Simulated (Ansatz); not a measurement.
# ClFH₂HfOSe: one molecule under many settings

How do the results and run time of ClFH₂HfOSe respond when the settings are drawn wide?

Computed with Ansatz 0.2.0, Gaussian basis. Level: the settings change from run to run.

**1. The relaxed structure**

An earlier PBE0-D4 in a triple-zeta def2 set relaxation fixed the geometry. Hf takes a core potential in def2 sets; no spin-orbit term is included.

7 atoms, charge 0, spin multiplicity 1.

Atoms are counted from 1 here; the program's logs count them from 0.

Bond lengths: O1–Hf2 1.891 Å, O1–H6 0.952 Å, Hf2–F3 1.894 Å, Hf2–Cl4 2.348 Å, Hf2–Se5 2.583 Å, Se5–H7 1.472 Å. Angles: Hf2–O1–H6 169.1°, O1–Hf2–F3 112.1°, O1–Hf2–Cl4 110.0°, O1–Hf2–Se5 107.7°, F3–Hf2–Cl4 108.4°, F3–Hf2–Se5 107.4°, Cl4–Hf2–Se5 111.1°, Hf2–Se5–H7 88.3°.

**2. BLYP/def2-SVP**

Set apart from the defaults: high accuracy.

Input file in.yaml:

```yaml
crystal:
  periodic: [false, false, false]
  atoms:
    - {symbol: O, position_ang: [-0.890939, 0.374274, 1.190928]}
    - {symbol: Hf, position_ang: [0.213299, -0.601482, 0.006144]}
    - {symbol: F, position_ang: [1.556327, -1.575417, 0.920307]}
    - {symbol: Cl, position_ang: [-1.083721, -2.113503, -1.236896]}
    - {symbol: Se, position_ang: [1.402009, 1.093884, -1.537645]}
    - {symbol: H, position_ang: [-1.436082, 0.718763, 1.891847]}
    - {symbol: H, position_ang: [0.300306, 2.035481, -1.280287]}
basis:
  gaussian: {orbitals: def2-SVP}
hamiltonian: {xc: {name: BLYP}}
accuracy: high
output: {forces: true}
```

Run with:

```console
> ansatz run in.yaml --threads 4 --pin off --events-out ev --progress --plain --max-ram 10444MiB
```

The program printed, shortened:

```text
Functional definition: BLYP
  name "BLYP"
  cite "Becke, Phys. Rev. A 38, 3098 (1988) doi:10.1103/PhysRevA.38.3098"
  cite "Lee, Yang & Parr, Phys. Rev. B 37, 785 (1988) doi:10.1103/PhysRevB.37.785"
[...]
2456 factors; integrals over basis functions are off by at most 1.0e-8 eV
[...]
mean field -83967.35226636 eV, -3085.7432806731 hartree, gradient 1.6e-8 eV, S^2 0.000000; 0 other end points of the search recorded, 0 dependent functions left out
[...]
reference -83967.35232597 eV, -3085.7432828636 hartree; 41, 41 occupied and 79, 79 virtual orbitals, 2456 factors
Total energy: -83967.35232597 eV, -3085.7432828636 hartree
Atom 0 at    -0.890939     0.374274     1.190928 Å, force    -0.069147     0.174808    -0.013173 eV/Å
Atom 1 at     0.213299    -0.601482     0.006144 Å, force     0.071089     0.045488    -0.429429 eV/Å
Atom 2 at     1.556327    -1.575417     0.920307 Å, force     0.639680    -0.447486     0.407726 eV/Å
Atom 3 at    -1.083721    -2.113503    -1.236896 Å, force    -0.336565    -0.391550    -0.333008 eV/Å
Atom 4 at     1.402009     1.093884    -1.537645 Å, force     0.497339     0.004357    -0.306191 eV/Å
Atom 5 at    -1.436082     0.718763     1.891847 Å, force    -0.500633     0.326873     0.628402 eV/Å
Atom 6 at     0.300306     2.035481    -1.280287 Å, force    -0.301764     0.287511     0.045674 eV/Å
Dipole moment:    -0.367249     0.355582     0.438904 e Å
```

It took 5.5 s on 4 threads of Arm Neoverse V2, shared host.

Largest force 0.881 eV/Å, dipole 3.24 D.

**3. rPW86-PBE/def2-SVPD**

Set apart from the defaults: multiplicity 3, rVV10 dispersion, high accuracy.

in.yaml: that of step 2 with these lines changed.

```diff
@@ -11,5 +11,5 @@
 basis:
-  gaussian: {orbitals: def2-SVP}
-hamiltonian: {xc: {name: BLYP}}
+  gaussian: {orbitals: def2-SVPD}
+magnetization: {spin_polarized: true, initial_magnetization: 2}
+hamiltonian: {xc: {name: rPW86-PBE}, dispersion: rvv10}
 accuracy: high
-output: {forces: true}
```

Same command.

The program printed, shortened:

```text
Functional definition: rPW86-PBE+rVV10
  name "rPW86-PBE+rVV10"
  cite "Murray, Lee & Langreth, J. Chem. Theory Comput. 5, 2754 (2009) doi:10.1021/ct900365q"
  cite "Perdew, Burke & Ernzerhof, Phys. Rev. Lett. 77, 3865 (1996) doi:10.1103/PhysRevLett.77.3865"
  cite "Vydrov & Van Voorhis, J. Chem. Phys. 133, 244103 (2010) doi:10.1063/1.3521275"
  cite "Sabatini, Gorni & de Gironcoli, Phys. Rev. B 87, 041108(R) (2013) doi:10.1103/PhysRevB.87.041108"
  parent "pbe"
[...]
3160 factors; integrals over basis functions are off by at most 4.8e-9 eV
[...]
mean field -83999.60977369 eV, -3086.9287222026 hartree, gradient 4.3e-8 eV, S^2 2.002444; 8 other end points of the search recorded, 0 dependent functions left out
reference -83999.60978932 eV, -3086.9287227769 hartree; 42, 40 occupied and 123, 125 virtual orbitals, 3160 factors
Total energy: -83999.60978932 eV, -3086.9287227769 hartree
```

Wall time 1.7 min (4 threads of Arm Neoverse V2, shared host); peak memory 1.4 GiB.

⟨S²⟩ 2.002.

**4. SVWN5/def2-TZVPP**

This run has the search for lower states set to full.

in.yaml: that of step 3 with these lines changed.

```diff
@@ -11,5 +11,5 @@
 basis:
-  gaussian: {orbitals: def2-SVPD}
-magnetization: {spin_polarized: true, initial_magnetization: 2}
-hamiltonian: {xc: {name: rPW86-PBE}, dispersion: rvv10}
-accuracy: high
+  gaussian: {orbitals: def2-TZVPP}
+hamiltonian: {xc: {name: SVWN5}}
+scf: {lower_state_search: full}
+output: {forces: true}
```

The command is unchanged.

The program printed, shortened:

```text
Functional definition: SVWN5
  name "SVWN5"
  cite "Dirac, Proc. Camb. Phil. Soc. 26, 376 (1930) doi:10.1017/S0305004100016108"
  cite "Slater, Phys. Rev. 81, 385 (1951) doi:10.1103/PhysRev.81.385"
  cite "Vosko, Wilk & Nusair, Can. J. Phys. 58, 1200 (1980) doi:10.1139/p80-159"
[...]
1464 factors; their error is unknown
[...]
mean field -83818.43483924 eV, -3080.2706661662 hartree, gradient 3.1e-5 eV, S^2 0.000000; 3 other end points of the search recorded, 0 dependent functions left out
[...]
reference -83818.43487986 eV, -3080.2706676592 hartree; 41, 41 occupied and 195, 195 virtual orbitals, 1464 factors
Total energy: -83818.43487986 eV, -3080.2706676592 hartree
Atom 0 at    -0.890939     0.374274     1.190928 Å, force     0.489413    -0.326735    -0.621118 eV/Å
Atom 1 at     0.213299    -0.601482     0.006144 Å, force     0.023472    -0.020860    -0.004172 eV/Å
Atom 2 at     1.556327    -1.575417     0.920307 Å, force    -0.181847     0.145876    -0.140242 eV/Å
Atom 3 at    -1.083721    -2.113503    -1.236896 Å, force     0.145183     0.173828     0.132545 eV/Å
Atom 4 at     1.402009     1.093884    -1.537645 Å, force     0.035700    -0.289761     0.106431 eV/Å
Atom 5 at    -1.436082     0.718763     1.891847 Å, force    -0.364764     0.223692     0.471340 eV/Å
Atom 6 at     0.300306     2.035481    -1.280287 Å, force    -0.147157     0.093961     0.055216 eV/Å
Dipole moment:    -0.358035     0.357178     0.421681 e Å
```

It took 4.8 s on 4 threads of Arm Neoverse V2, shared host; peak memory 0.65 GiB.

Largest force 0.856 eV/Å, dipole 3.16 D.

**5. HSE06/ANO-RCC-VTZP**

This run has the search for lower states set to full.

in.yaml: that of step 4 with these lines changed.

```diff
@@ -11,4 +11,4 @@
 basis:
-  gaussian: {orbitals: def2-TZVPP}
-hamiltonian: {xc: {name: SVWN5}}
+  gaussian: {orbitals: ANO-RCC-VTZP}
+hamiltonian: {xc: {name: HSE06}}
 scf: {lower_state_search: full}
```

The command is unchanged.

The program printed, shortened:

```text
Functional definition: HSE06
  name "HSE06"
  cite "Heyd, Scuseria & Ernzerhof, J. Chem. Phys. 118, 8207 (2003) doi:10.1063/1.1564060"
  cite "Krukau, Vydrov, Izmaylov & Scuseria, J. Chem. Phys. 125, 224106 (2006) doi:10.1063/1.2404663"
  cite "Heyd & Scuseria, J. Chem. Phys. 120, 7274 (2004) doi:10.1063/1.1668634"
  cite "Ernzerhof & Perdew, J. Chem. Phys. 109, 3313 (1998) doi:10.1063/1.476928"
  cite "Perdew, Burke & Ernzerhof, Phys. Rev. Lett. 77, 3865 (1996) doi:10.1103/PhysRevLett.77.3865"
  parent pbe
[...]
  # The whole range is PBE's own exchange, as in plane waves. The composition of these papers is wPBEh.
[...]
2041 factors; integrals over basis functions are off by at most 8.7e-4 eV
107 factors; integrals over basis functions are off by at most 7.9e-6 eV
[...]
mean field -493824.42406926 eV, -18147.7128583286 hartree, gradient 8.4e-5 eV, S^2 0.000000; 3 other end points of the search recorded, 0 dependent functions left out
[...]
reference -493824.42414323 eV, -18147.7128610469 hartree; 71, 71 occupied and 198, 198 virtual orbitals, 2041 factors
Total energy: -493824.42414323 eV, -18147.7128610469 hartree
Relativity: scalar
Atom 0 at    -0.890939     0.374274     1.190928 Å, force     0.267296    -0.241157    -0.280138 eV/Å
Atom 1 at     0.213299    -0.601482     0.006144 Å, force    -0.053891     0.033842     0.211918 eV/Å
Atom 2 at     1.556327    -1.575417     0.920307 Å, force    -0.328598     0.243140    -0.217695 eV/Å
Atom 3 at    -1.083721    -2.113503    -1.236896 Å, force     0.176629     0.199882     0.171045 eV/Å
Atom 4 at     1.402009     1.093884    -1.537645 Å, force    -0.140023    -0.155347     0.163994 eV/Å
Atom 5 at    -1.436082     0.718763     1.891847 Å, force     0.049557    -0.044020    -0.047929 eV/Å
Atom 6 at     0.300306     2.035481    -1.280287 Å, force     0.029030    -0.036340    -0.001195 eV/Å
Dipole moment:    -0.338648     0.360475     0.388271 e Å
```

Wall time 64 s (4 threads of Arm Neoverse V2, shared host); peak memory 1.6 GiB.

Largest force 0.463 eV/Å, dipole 3.02 D.

**6. revPBE0/def2-SVP**

Options: atoms shaken by 0.08 Å, D4 dispersion.

Input file in.yaml:

```yaml
crystal:
  periodic: [false, false, false]
  atoms:
    - {symbol: O, position_ang: [-0.878099, 0.267166, 1.243502]}
    - {symbol: Hf, position_ang: [0.311125, -0.514415, -0.045614]}
    - {symbol: F, position_ang: [1.552886, -1.482316, 1.017219]}
    - {symbol: Cl, position_ang: [-1.126748, -2.114550, -1.250741]}
    - {symbol: Se, position_ang: [1.313215, 1.230389, -1.505953]}
    - {symbol: H, position_ang: [-1.357313, 0.761826, 1.859548]}
    - {symbol: H, position_ang: [0.205231, 2.012619, -1.204073]}
basis:
  gaussian: {orbitals: def2-SVP}
hamiltonian: {xc: {name: revPBE0}, dispersion: d4}
output: {forces: true}
```

Same command.

The program printed, shortened:

```text
Functional definition: revPBE0
  name "revPBE0"
  cite "Zhang & Yang, Phys. Rev. Lett. 80, 890 (1998) doi:10.1103/PhysRevLett.80.890"
  cite "Adamo & Barone, J. Chem. Phys. 110, 6158 (1999) doi:10.1063/1.478522"
  cite "Perdew, Burke & Ernzerhof, Phys. Rev. Lett. 77, 3865 (1996) doi:10.1103/PhysRevLett.77.3865"
[...]
1148 factors; integrals over basis functions are off by at most 9.7e-4 eV
[...]
mean field -83958.56649256 eV, -3085.4204094413 hartree, gradient 1.4e-5 eV, S^2 0.000000; 0 other end points of the search recorded, 0 dependent functions left out
[...]
reference -83958.56655983 eV, -3085.4204119133 hartree; 41, 41 occupied and 79, 79 virtual orbitals, 1148 factors
Total energy: -83958.93983293 eV, -3085.4341294466 hartree
Atom 0 at    -0.878099     0.267166     1.243502 Å, force     1.660577    -1.021616    -2.072481 eV/Å
Atom 1 at     0.311125    -0.514415    -0.045614 Å, force    -2.375515    -1.764496     1.204027 eV/Å
Atom 2 at     1.552886    -1.482316     1.017219 Å, force     0.360305    -0.011994    -0.185021 eV/Å
Atom 3 at    -1.126748    -2.114550    -1.250741 Å, force     0.844056     0.839610     0.457856 eV/Å
Atom 4 at     1.313215     1.230389    -1.505953 Å, force     2.437459    -0.364950    -1.225509 eV/Å
Atom 5 at    -1.357313     0.761826     1.859548 Å, force    -1.079559     1.008377     1.360227 eV/Å
Atom 6 at     0.205231     2.012619    -1.204073 Å, force    -1.847322     1.315069     0.460902 eV/Å
Dipole moment:    -0.127150     0.591915     0.301082 e Å
```

Wall time 2.4 s (4 threads of Arm Neoverse V2, shared host).

Largest force 3.195 eV/Å, dipole 3.25 D.

**7. rPW86-PBE/def2-TZVP**

Options: D4 dispersion, the search for lower states set to light.

Input file in.yaml:

```yaml
crystal:
  periodic: [false, false, false]
  atoms:
    - {symbol: O, position_ang: [-0.890939, 0.374274, 1.190928]}
    - {symbol: Hf, position_ang: [0.213299, -0.601482, 0.006144]}
    - {symbol: F, position_ang: [1.556327, -1.575417, 0.920307]}
    - {symbol: Cl, position_ang: [-1.083721, -2.113503, -1.236896]}
    - {symbol: Se, position_ang: [1.402009, 1.093884, -1.537645]}
    - {symbol: H, position_ang: [-1.436082, 0.718763, 1.891847]}
    - {symbol: H, position_ang: [0.300306, 2.035481, -1.280287]}
basis:
  gaussian: {orbitals: def2-TZVP}
hamiltonian: {xc: {name: rPW86-PBE}, dispersion: d4}
scf: {lower_state_search: light}
output: {forces: true}
```

The command is unchanged.

The program printed, shortened:

```text
Functional definition: rPW86-PBE
  name "rPW86-PBE"
  cite "Murray, Lee & Langreth, J. Chem. Theory Comput. 5, 2754 (2009) doi:10.1021/ct900365q"
  cite "Perdew, Burke & Ernzerhof, Phys. Rev. Lett. 77, 3865 (1996) doi:10.1103/PhysRevLett.77.3865"
  parent pbe
[...]
1383 factors; their error is unknown
[...]
mean field -84030.11919606 eV, -3088.0499227947 hartree, gradient 4.4e-5 eV, S^2 0.000000; 0 other end points of the search recorded, 0 dependent functions left out
[...]
reference -84030.11931127 eV, -3088.0499270285 hartree; 41, 41 occupied and 158, 158 virtual orbitals, 1383 factors
Total energy: -84030.32086792 eV, -3088.0573340987 hartree
Atom 0 at    -0.890939     0.374274     1.190928 Å, force    -0.183109     0.243637     0.133412 eV/Å
Atom 1 at     0.213299    -0.601482     0.006144 Å, force    -0.036427     0.007549    -0.435490 eV/Å
Atom 2 at     1.556327    -1.575417     0.920307 Å, force     0.573837    -0.402917     0.365977 eV/Å
Atom 3 at    -1.083721    -2.113503    -1.236896 Å, force    -0.226174    -0.271678    -0.229623 eV/Å
Atom 4 at     1.402009     1.093884    -1.537645 Å, force     0.392913     0.035797    -0.263346 eV/Å
Atom 5 at    -1.436082     0.718763     1.891847 Å, force    -0.299742     0.188444     0.382776 eV/Å
Atom 6 at     0.300306     2.035481    -1.280287 Å, force    -0.221298     0.199168     0.046294 eV/Å
Dipole moment:    -0.337152     0.345514     0.421160 e Å
```

Wall time 6 s (4 threads of Arm Neoverse V2, shared host).

Largest force 0.791 eV/Å, dipole 3.08 D.

**8. wB97X-V/x2c-TZVPPall**

Options: a point charge of 1.00 e beside it, the search for lower states set to light.

in.yaml: that of step 7 with these lines changed.

```diff
@@ -11,4 +11,4 @@
 basis:
-  gaussian: {orbitals: def2-TZVP}
-hamiltonian: {xc: {name: rPW86-PBE}, dispersion: d4}
+  gaussian: {orbitals: x2c-TZVPPall, point_charges: [{charge: 1.00, position_ang: [6.251, 0.331, 0.679]}]}
+hamiltonian: {xc: {name: wB97X-V}}
 scf: {lower_state_search: light}
```

Launched as before.

The program printed, shortened:

```text
Functional definition: wB97X-V
  name "wB97X-V"
  cite "Mardirossian & Head-Gordon, Phys. Chem. Chem. Phys. 16, 9904 (2014) doi:10.1039/C3CP54374A"
  cite "Becke, J. Chem. Phys. 107, 8554 (1997) doi:10.1063/1.475007"
  cite "Vydrov & Van Voorhis, J. Chem. Phys. 133, 244103 (2010) doi:10.1063/1.3521275"
[...]
      + integral(e_c_pw_opposite_spin*poly(b97_u_opposite, cos0, cos1)) + vv10(b, c)
2034 factors; their error is unknown
309 factors; integrals over basis functions are off by at most 2.3e-5 eV
[...]
mean field -493838.96455322 eV, -18148.2472112581 hartree, gradient 2.5e-5 eV, S^2 0.000000; 0 other end points of the search recorded, 0 dependent functions left out
[...]
reference -493838.96454973 eV, -18148.2472111300 hartree; 71, 71 occupied and 206, 206 virtual orbitals, 2034 factors
Total energy: -493838.96454973 eV, -18148.2472111300 hartree
Relativity: scalar
Atom 0 at    -0.890939     0.374274     1.190928 Å, force     0.452027    -0.268081    -0.313084 eV/Å
Atom 1 at     0.213299    -0.601482     0.006144 Å, force    -0.829562     0.008513    -0.078748 eV/Å
Atom 2 at     1.556327    -1.575417     0.920307 Å, force     0.155064     0.094173    -0.002019 eV/Å
Atom 3 at    -1.083721    -2.113503    -1.236896 Å, force     0.302421     0.291255     0.241816 eV/Å
Atom 4 at     1.402009     1.093884    -1.537645 Å, force    -0.102904    -0.042508     0.142050 eV/Å
Atom 5 at    -1.436082     0.718763     1.891847 Å, force    -0.078746     0.007283     0.028003 eV/Å
Atom 6 at     0.300306     2.035481    -1.280287 Å, force     0.172950    -0.085536     0.000323 eV/Å
Dipole moment:    -0.641581     0.292526     0.380866 e Å
```

Wall time 27 s (4 threads of Arm Neoverse V2, shared host); peak memory 1.8 GiB.

Largest force 0.833 eV/Å, dipole 3.85 D.

**9. BHLYP/def2-TZVPP**

This run has a point charge of -1.00 e beside it, D4 dispersion, the search for lower states set to off.

in.yaml: that of step 8 with these lines changed.

```diff
@@ -11,5 +11,5 @@
 basis:
-  gaussian: {orbitals: x2c-TZVPPall, point_charges: [{charge: 1.00, position_ang: [6.251, 0.331, 0.679]}]}
-hamiltonian: {xc: {name: wB97X-V}}
-scf: {lower_state_search: light}
+  gaussian: {orbitals: def2-TZVPP, point_charges: [{charge: -1.00, position_ang: [5.867, 0.405, -0.966]}]}
+hamiltonian: {xc: {name: BHLYP}, dispersion: d4}
+scf: {lower_state_search: off}
 output: {forces: true}
```

Same command.

The program printed, shortened:

```text
Functional definition: BHLYP
  name "BHLYP"
  cite "Becke, J. Chem. Phys. 98, 1372 (1993) doi:10.1063/1.464304"
  cite "Becke, Phys. Rev. A 38, 3098 (1988) doi:10.1103/PhysRevA.38.3098"
  cite "Lee, Yang & Parr, Phys. Rev. B 37, 785 (1988) doi:10.1103/PhysRevB.37.785"
[...]
1730 factors; their error is unknown
[...]
mean field -83981.04066324 eV, -3086.2463199803 hartree, gradient 9.8e-6 eV, S^2 0.000000; 0 other end points of the search recorded, 0 dependent functions left out
[...]
reference -83981.04085080 eV, -3086.2463268730 hartree; 41, 41 occupied and 195, 195 virtual orbitals, 1730 factors
Total energy: -83981.31736968 eV, -3086.2564887543 hartree
Atom 0 at    -0.890939     0.374274     1.190928 Å, force    -0.598905     0.276870     0.625399 eV/Å
Atom 1 at     0.213299    -0.601482     0.006144 Å, force     0.949717     0.205687     0.001683 eV/Å
Atom 2 at     1.556327    -1.575417     0.920307 Å, force    -0.327216     0.034529    -0.038425 eV/Å
Atom 3 at    -1.083721    -2.113503    -1.236896 Å, force    -0.277487    -0.270394    -0.171314 eV/Å
Atom 4 at     1.402009     1.093884    -1.537645 Å, force    -0.127818     0.095986     0.104703 eV/Å
Atom 5 at    -1.436082     0.718763     1.891847 Å, force     0.394445    -0.206370    -0.457535 eV/Å
Atom 6 at     0.300306     2.035481    -1.280287 Å, force     0.040108    -0.132092    -0.050791 eV/Å
Dipole moment:    -0.027905     0.409479     0.391342 e Å
Checks for a lower state left out: stability, starts, cluster_reference, orbital_swaps, neighbouring_geometries, increment
```

Wall time 4.9 s (4 threads of Arm Neoverse V2, shared host); peak memory 0.79 GiB.

Largest force 0.972 eV/Å, dipole 2.72 D.

**10. wB97M-V/def2-SVPD**

Options: a point charge of 1.00 e beside it.

in.yaml: that of step 9 with these lines changed.

```diff
@@ -11,5 +11,4 @@
 basis:
-  gaussian: {orbitals: def2-TZVPP, point_charges: [{charge: -1.00, position_ang: [5.867, 0.405, -0.966]}]}
-hamiltonian: {xc: {name: BHLYP}, dispersion: d4}
-scf: {lower_state_search: off}
+  gaussian: {orbitals: def2-SVPD, point_charges: [{charge: 1.00, position_ang: [6.319, -0.279, -0.459]}]}
+hamiltonian: {xc: {name: wB97M-V}}
 output: {forces: true}
```

The command is unchanged.

The program printed, shortened:

```text
Functional definition: wB97M-V
  name "wB97M-V"
  cite "Mardirossian & Head-Gordon, J. Chem. Phys. 144, 214110 (2016) doi:10.1063/1.4952647"
  cite "Becke, J. Chem. Phys. 107, 8554 (1997) doi:10.1063/1.475007"
  cite "Vydrov & Van Voorhis, J. Chem. Phys. 133, 244103 (2010) doi:10.1063/1.3521275"
  # Of w^i u^j: cxij and so on, Table III.
[...]
  gx(w, u) = 1 - cx + cx01*u + cx10*w
  gss(w, u) = css00 + css04*u^4 + css10*w + css20*w^2 + css43*w^4*u^3
  gos(w, u) = cos00 + cos10*w + (cos20 + cos21*u)*w^2 + (cos60 + cos61*u)*w^6
[...]
      + integral(e_c_pw_mod_opposite_spin*gos(b97_w_opposite, b97_u_opposite)) + vv10(b, c)
1556 factors; integrals over basis functions are off by at most 9.6e-4 eV
470 factors; integrals over basis functions are off by at most 2.4e-5 eV
[...]
mean field -83960.80131640 eV, -3085.5025377025 hartree, gradient 1.8e-5 eV, S^2 0.000000; 0 other end points of the search recorded, 0 dependent functions left out
[...]
reference -83960.80139047 eV, -3085.5025404244 hartree; 41, 41 occupied and 124, 124 virtual orbitals, 1556 factors
Total energy: -83960.80139047 eV, -3085.5025404244 hartree
Atom 0 at    -0.890939     0.374274     1.190928 Å, force     0.077970     0.044226     0.026686 eV/Å
Atom 1 at     0.213299    -0.601482     0.006144 Å, force    -0.765624     0.169501    -0.383323 eV/Å
Atom 2 at     1.556327    -1.575417     0.920307 Å, force     0.770539    -0.370146     0.351977 eV/Å
Atom 3 at    -1.083721    -2.113503    -1.236896 Å, force    -0.026350    -0.088495    -0.090115 eV/Å
Atom 4 at     1.402009     1.093884    -1.537645 Å, force     0.141290     0.067689    -0.111877 eV/Å
Atom 5 at    -1.436082     0.718763     1.891847 Å, force    -0.207182     0.131077     0.186142 eV/Å
Atom 6 at     0.300306     2.035481    -1.280287 Å, force     0.081479     0.031864     0.015932 eV/Å
Dipole moment:    -0.681081     0.326361     0.437998 e Å
```

Run time: 16 s. Hardware: 4 threads of Arm Neoverse V2, shared host; peak memory 0.74 GiB.

Largest force 0.924 eV/Å, dipole 4.19 D.

**11. The runs in one table**

| level | charge | multiplicity | geometry | functions | energy (eV) | time |
| --- | --- | --- | --- | --- | --- | --- |
| BLYP/def2-SVP | 0 | 1 | relaxed | 120 | -83967.352 | 5.5 s |
| rPW86-PBE/def2-SVPD | 0 | 3 | relaxed | 165 | -83999.610 | 1.7 min |
| SVWN5/def2-TZVPP | 0 | 1 | relaxed | 236 | -83818.435 | 4.8 s |
| HSE06/ANO-RCC-VTZP | 0 | 1 | relaxed | 269 | -493824.424 | 64 s |
| revPBE0/def2-SVP | 0 | 1 | shaken | 120 | -83958.940 | 2.4 s |
| rPW86-PBE/def2-TZVP | 0 | 1 | relaxed | 199 | -84030.321 | 6 s |
| wB97X-V/x2c-TZVPPall | 0 | 1 | relaxed, point charge | 277 | -493838.965 | 27 s |
| BHLYP/def2-TZVPP | 0 | 1 | relaxed, point charge | 236 | -83981.317 | 4.9 s |
| wB97M-V/def2-SVPD | 0 | 1 | relaxed, point charge | 165 | -83960.801 | 16 s |

**12. Results**

| quantity | value |
| --- | --- |
| runs | 9 |
| quickest | revPBE0/def2-SVP, 2.4 s |
| slowest | rPW86-PBE/def2-SVPD, 1.7 min |
| spread of total energies, same state and geometry | 410006.0 eV |
| dipole, same state and geometry | 3.02 to 3.24 D |

rPW86-PBE/def2-SVPD took 42 times as long as revPBE0/def2-SVP. The jobs differ in tasks and options as well as level. The totals spread over 410006 eV; they can't be compared across methods or bases. Some of these runs are scalar-relativistic and others not, which shifts the totals of all-electron atoms past neon by eV; core potentials, where a basis has them, take the core out of the total altogether. At the PBE0-D4/def2-TZVP geometry and in the same state, runs without warnings or point charges leave forces up to 0.88 eV/Å (BLYP/def2-SVP), against 3.2 eV/Å where the atoms were moved. At that geometry and state the dipole changes by 7 % between the lowest and highest value.
